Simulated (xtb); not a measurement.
# C2H9InS (SMILES [CH3][InH-]([CH3])[SH2+]): GFN2-xTB

We compute a geometry optimisation of C2H9InS. 

The results are computed with xtb 6.7.1 later snapshot.

2 further runs of the same task are left out: 2 set aside as unsound or not needed.

### 1 Starting point

C2H9InS: 13 atoms, total charge 0, spin state singlet. SMILES: `[CH3][InH-]([CH3])[SH2+]`. Geometry: relaxed at PBE0-D4/def2-TZVP. This is one conformer, not always the lowest. The run starts from this shape.

Bond lengths: C1–In2 2.171 Å, In2–C3 2.166 Å, In2–S4 2.901 Å, C1–H5 1.093 Å, C1–H6 1.092 Å, C1–H7 1.092 Å, In2–H8 1.741 Å, C3–H9 1.093 Å, C3–H10 1.092 Å, C3–H11 1.091 Å, S4–H12 1.343 Å, S4–H13 1.343 Å. Some angles: C1–In2–C3 119.4°, C1–In2–S4 94.3°, C3–In2–S4 95.4°, C1–In2–H8 119.0°, C3–In2–H8 120.2°, S4–In2–H8 92.5°, In2–C1–H5 110.0°, In2–C1–H6 111.1°, In2–C1–H7 111.4°, In2–C3–H9 109.9°.

### 2 A structure relaxation at GFN2-xTB

.CHRG

```
0
```

.UHF

```
0
```

mol.xyz

```xyz
13
C2H9InS
C     -0.64420000     1.74630000    -0.46690000
In    -0.37970000    -0.39840000    -0.67530000
C      1.62240000    -1.21250000    -0.81630000
S     -0.69460000    -0.93520000     2.15850000
H     -0.61970000     2.22280000    -1.45030000
H      0.15510000     2.18540000     0.13430000
H     -1.60520000     1.98610000    -0.00740000
H     -1.75480000    -1.38070000    -1.09230000
H      1.95910000    -1.19260000    -1.85570000
H      2.32920000    -0.62740000    -0.22470000
H      1.64900000    -2.24910000    -0.47630000
H     -0.08520000     0.19050000     2.56590000
H     -1.91120000    -0.36990000     2.22130000
```

Command:

```bash
xtb -o vtight --gfn2 -- mol.xyz > xtb.out
```

Q: Predict the results. Wanted: total energy at the end; dipole moment; HOMO energy; LUMO energy; HOMO–LUMO gap; dispersion energy; mean polarisability.

Answer, from the run:

At GFN2-xTB:

| quantity | value |
| --- | --- |
| total energy at the end | -13.27497 Eh |
| dipole moment | 1.58 D |
| HOMO energy | -10.17 eV |
| LUMO energy | -6.32 eV |
| HOMO–LUMO gap | 3.85 eV |
| dispersion energy | -18.89 kJ/mol |
| mean polarisability (D4 model) | 88.8 bohr³ |

What this shows: At the final geometry: Bond lengths: C1–In2 2.218 Å, In2–C3 2.217 Å, In2–S4 2.827 Å, C1–H5 1.089 Å, C1–H6 1.091 Å, C1–H7 1.090 Å, In2–H8 1.759 Å, C3–H9 1.089 Å, C3–H10 1.091 Å, C3–H11 1.090 Å, S4–H12 1.328 Å, S4–H13 1.328 Å. Some angles: C1–In2–C3 124.8°, C1–In2–S4 96.8°, C3–In2–S4 97.2°, C1–In2–H8 117.2°, C3–In2–H8 117.1°, S4–In2–H8 85.0°, In2–C1–H5 110.7°, In2–C1–H6 108.7°, In2–C1–H7 112.2°, In2–C3–H9 110.8°. The optimisation took 93 steps and changed the energy by -0.083 eV.
